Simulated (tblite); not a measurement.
# C6H14OSi2: the cost of one run

Programs: tblite 0.8.0 and PySCF 2.14.0, with density-fitted response routines of our own. Each step states its level of theory. These are calculated values for one molecule in the gas phase, unless marked as measured. Atoms are numbered from 0 throughout.

### 1 The starting structure

23 atoms, charge 0, multiplicity 1; geometry from: force field or distance geometry start.

Bonds of the start (Å): O0–C1 1.24, C1–C2 1.53, C2–C3 1.54, C3–C4 1.54, C4–C5 1.51, C5–C6 1.54, C6–Si7 1.89, Si7–Si8 2.30, C6–C2 1.54, C1–H9 1.09, C2–H10 1.10, C3–H11 1.10, C3–H12 1.09, C4–H13 1.09, C4–H14 1.09, C5–H15 1.11, C5–H16 1.09, C6–H17 1.10, Si7–H18 1.49, Si7–H19 1.49, Si8–H20 1.50, Si8–H21 1.48, Si8–H22 1.50.

### 2 Relaxing the molecule with GFN2-xTB

What the job is given:

```
{"job": {"kind": "relax", "xc": "GFN2-xTB", "basis": "xTB"}, "charge": 0, "multiplicity": 1}
O     -0.386000     2.514100     0.445300
C     -1.008300     1.828700    -0.372500
C     -0.714300     0.347300    -0.603200
C     -2.049100    -0.419300    -0.673100
C     -2.086000    -1.258300     0.616000
C     -0.631800    -1.620300     0.820200
C      0.119200    -0.305200     0.515500
Si     1.961100    -0.523300     0.164700
Si     3.062000     1.487700     0.033000
H     -1.766000     2.277900    -1.019500
H     -0.239600     0.291700    -1.589700
H     -2.038300    -1.100900    -1.530900
H     -2.941000     0.209100    -0.742700
H     -2.451200    -0.654300     1.443000
H     -2.727300    -2.130000     0.512800
H     -0.444500    -1.974100     1.854500
H     -0.335700    -2.417300     0.133800
H      0.058300     0.297900     1.429600
H      2.087900    -1.266600    -1.118200
H      2.560000    -1.375500     1.232000
H      2.473800     2.322400    -1.059000
H      4.489700     1.261900    -0.292900
H      3.002500     2.233400     1.335800
```

The run is started by

```
$ OMP_NUM_THREADS=1 python probes_run.py task.json out
```

This one command runs all jobs of the session in turn.

Q: Estimate the wall time and peak memory of this first job on 1 thread of Intel Xeon at 2.50GHz, shared host.

About 6.3 s, with a peak of 0.18 GiB.
